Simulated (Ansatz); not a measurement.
# Ta3P4: the cost of one run

Method: DFT PBE, scalar-relativistic, plane waves, PAW, in Ansatz 0.2.0.

1 further run of the same task is left out (it didn't finish).

## Step 1: The starting structure

Symmetry: P4/mmm, No. 123, tetragonal system. The conventional cell has a = 3.606 Å, b = 3.606 Å, c = 10.200 Å, α = 90.00°, β = 90.00°, γ = 90.00°. Ta (site symmetry 4mm) has 6 P at 2.55 Å as nearest neighbours. Around Ta (site symmetry 4/mmm) lie 6 P at 2.55 Å. Around P (site symmetry 4/mmm) lie 6 Ta at 2.55 Å. Around P (site symmetry 4mm) lie 5 Ta at 2.55 Å. P (site symmetry 4/mmm) is surrounded by 2 Ta at 2.55 Å.

Structure file:

```cif
data_structure
_symmetry_space_group_name_H-M 'P4/mmm'
_symmetry_Int_Tables_number 123
_cell_length_a 3.6062
_cell_length_b 3.6062
_cell_length_c 10.2000
_cell_angle_alpha 90.000
_cell_angle_beta 90.000
_cell_angle_gamma 90.000
_cell_volume 132.65
loop_
_atom_site_label
_atom_site_type_symbol
_atom_site_symmetry_multiplicity
_atom_site_Wyckoff_symbol
_atom_site_fract_x
_atom_site_fract_y
_atom_site_fract_z
_atom_site_occupancy
Ta1 Ta 2 g 0.00000 0.00000 0.75000 1
Ta2 Ta 1 d 0.50000 0.50000 0.50000 1
P1 P 1 b 0.00000 0.00000 0.50000 1
P2 P 2 h 0.50000 0.50000 0.25000 1
P3 P 1 a 0.00000 0.00000 0.00000 1
```

Recipe of the guess: ordered vacancies on the cation sites of rock salt (P4/mmm, No. 123). Its size is a rough estimate.

## Step 2: The guess as it stands, on a coarse mesh

The input, input.yaml:

```yaml
crystal:
  lattice:
    - [3.60624458, 0.0, 0.0]
    - [0.0, 3.60624458, 0.0]
    - [0.0, 0.0, 10.2]
  atoms:
    - { symbol: Ta, position: [0.0, 0.0, 0.75] }
    - { symbol: Ta, position: [0.5, 0.5, 0.5] }
    - { symbol: Ta, position: [0.0, 0.0, 0.25] }
    - { symbol: P, position: [0.0, 0.0, 0.5] }
    - { symbol: P, position: [0.5, 0.5, 0.25] }
    - { symbol: P, position: [0.0, 0.0, 0.0] }
    - { symbol: P, position: [0.5, 0.5, 0.75] }
basis:
  ecutwfc: 420
kpoints:
  mp_grid: { grid: [6, 6, 2] }
hamiltonian:
  xc: pbe
scf:
  occupations: { method: gaussian, width: 0.1 }
  lower_state_search: "off"
output:
  forces: true
  stress: true
  eigenvalues: true
```

Command:

```sh
$ ansatz run input.yaml --threads 1 --pin off --max-ram 2560MiB --backend cpu --events-out ev --progress --plain --runs-dir out
```

**Question.** How long does this run take on 1 thread of Arm Neoverse V2, shared host, and how much memory does it need?

About 4.8 s, with a peak of 0.38 GiB.
